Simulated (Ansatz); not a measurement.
# Al7GaN8 (superlattice of 2 GaN and 14 AlN bilayers): the cost of one run

Computed with Ansatz 0.2.0 (DFT PBE, scalar-relativistic, plane waves, PAW, and further levels as typed in the inputs, unless a step's input says otherwise).

## Step 1: The starting structure

Symmetry: P3m1, No. 156, trigonal system. Conventional cell: a = 3.130 Å, b = 3.130 Å, c = 40.040 Å, α = 90.00°, β = 90.00°, γ = 120.00°. Al (site symmetry 3m) is surrounded by 4 N at 1.90 to 1.92 Å. Al (site symmetry 3m) is surrounded by 4 N at 1.90 Å. Only part of the 32 independent sites is listed.

Structure file:

```
CELL_PARAMETERS angstrom
3.12980 0.00000 0.00000
-1.56490 2.71049 0.00000
0.00000 0.00000 40.04000
ATOMIC_POSITIONS crystal
Al 0.33333 0.66667 0.12937
Al 0.66667 0.33333 0.19156
Al 0.33333 0.66667 0.25375
Al 0.66667 0.33333 0.31593
Al 0.33333 0.66667 0.37812
Al 0.66667 0.33333 0.44031
Al 0.33333 0.66667 0.50250
Al 0.66667 0.33333 0.56469
Al 0.33333 0.66667 0.62687
Al 0.66667 0.33333 0.68906
Al 0.33333 0.66667 0.75125
Al 0.66667 0.33333 0.81344
Al 0.33333 0.66667 0.87562
Al 0.66667 0.33333 0.93781
Ga 0.33333 0.66667 0.00000
Ga 0.66667 0.33333 0.06469
N 0.33333 0.66667 0.04870
N 0.66667 0.33333 0.11339
N 0.33333 0.66667 0.17682
N 0.66667 0.33333 0.23901
N 0.33333 0.66667 0.30120
N 0.66667 0.33333 0.36339
N 0.33333 0.66667 0.42557
N 0.66667 0.33333 0.48776
N 0.33333 0.66667 0.54995
N 0.66667 0.33333 0.61214
N 0.33333 0.66667 0.67433
N 0.66667 0.33333 0.73651
N 0.33333 0.66667 0.79870
N 0.66667 0.33333 0.86089
N 0.33333 0.66667 0.92308
N 0.66667 0.33333 0.98526
```

## Step 2: Relaxing cell and atoms: Al7GaN8 (superlattice of 2 GaN and 14 AlN bilayers), no spin

input.yaml reads:

```yaml
crystal:
  lattice:
    - [3.1298, 0.0, 0.0]
    - [-1.5649, 2.7104863088, 0.0]
    - [0.0, 0.0, 40.04]
  atoms:
    - { symbol: Al, position: [0.3333333333, 0.6666666667, 0.12937063] }
    - { symbol: Al, position: [0.6666666667, 0.3333333333, 0.19155844] }
    - { symbol: Al, position: [0.3333333333, 0.6666666667, 0.25374625] }
    - { symbol: Al, position: [0.6666666667, 0.3333333333, 0.31593407] }
    - { symbol: Al, position: [0.3333333333, 0.6666666667, 0.37812188] }
    - { symbol: Al, position: [0.6666666667, 0.3333333333, 0.44030969] }
    - { symbol: Al, position: [0.3333333333, 0.6666666667, 0.5024975] }
    - { symbol: Al, position: [0.6666666667, 0.3333333333, 0.56468531] }
    - { symbol: Al, position: [0.3333333333, 0.6666666667, 0.62687313] }
    - { symbol: Al, position: [0.6666666667, 0.3333333333, 0.68906094] }
    - { symbol: Al, position: [0.3333333333, 0.6666666667, 0.75124875] }
    - { symbol: Al, position: [0.6666666667, 0.3333333333, 0.81343656] }
    - { symbol: Al, position: [0.3333333333, 0.6666666667, 0.87562438] }
    - { symbol: Al, position: [0.6666666667, 0.3333333333, 0.93781219] }
    - { symbol: Ga, position: [0.3333333333, 0.6666666667, 0.0] }
    - { symbol: Ga, position: [0.6666666667, 0.3333333333, 0.06468531] }
    - { symbol: "N", position: [0.3333333333, 0.6666666667, 0.0487013] }
    - { symbol: "N", position: [0.6666666667, 0.3333333333, 0.11338661] }
    - { symbol: "N", position: [0.3333333333, 0.6666666667, 0.17682318] }
    - { symbol: "N", position: [0.6666666667, 0.3333333333, 0.23901099] }
    - { symbol: "N", position: [0.3333333333, 0.6666666667, 0.3011988] }
    - { symbol: "N", position: [0.6666666667, 0.3333333333, 0.36338661] }
    - { symbol: "N", position: [0.3333333333, 0.6666666667, 0.42557443] }
    - { symbol: "N", position: [0.6666666667, 0.3333333333, 0.48776224] }
    - { symbol: "N", position: [0.3333333333, 0.6666666667, 0.54995005] }
    - { symbol: "N", position: [0.6666666667, 0.3333333333, 0.61213786] }
    - { symbol: "N", position: [0.3333333333, 0.6666666667, 0.67432567] }
    - { symbol: "N", position: [0.6666666667, 0.3333333333, 0.73651349] }
    - { symbol: "N", position: [0.3333333333, 0.6666666667, 0.7987013] }
    - { symbol: "N", position: [0.6666666667, 0.3333333333, 0.86088911] }
    - { symbol: "N", position: [0.3333333333, 0.6666666667, 0.92307692] }
    - { symbol: "N", position: [0.6666666667, 0.3333333333, 0.98526474] }
scf:
  occupations: { method: fixed }
  n_extra_bands: 4
output:
  forces: true
  stress: true
  eigenvalues: true
hamiltonian:
  xc: pbe
  pseudopotentials: { kind: paw, azcp: { folder: soft_1 } }
kpoints:
  mp_grid: { grid: [8, 8, 1] }
relax:
  f_tol: 0.005
  max_steps: 60
  cell: { stress_tol: 0.03, fix: [a, b, gamma] }
```

Launch:

```bash
$ ansatz run input.yaml --threads 16 --pin off --max-ram 49152MiB --backend cpu --events-out ev --progress --plain --runs-dir out
```

**Question.** How long does this run take on 16 threads of Intel Xeon Platinum 8259CL at 2.50GHz (Skylake/Cascade Lake), shared host, and how much memory does it need?

About 43 s, with a peak of 1.7 GiB.
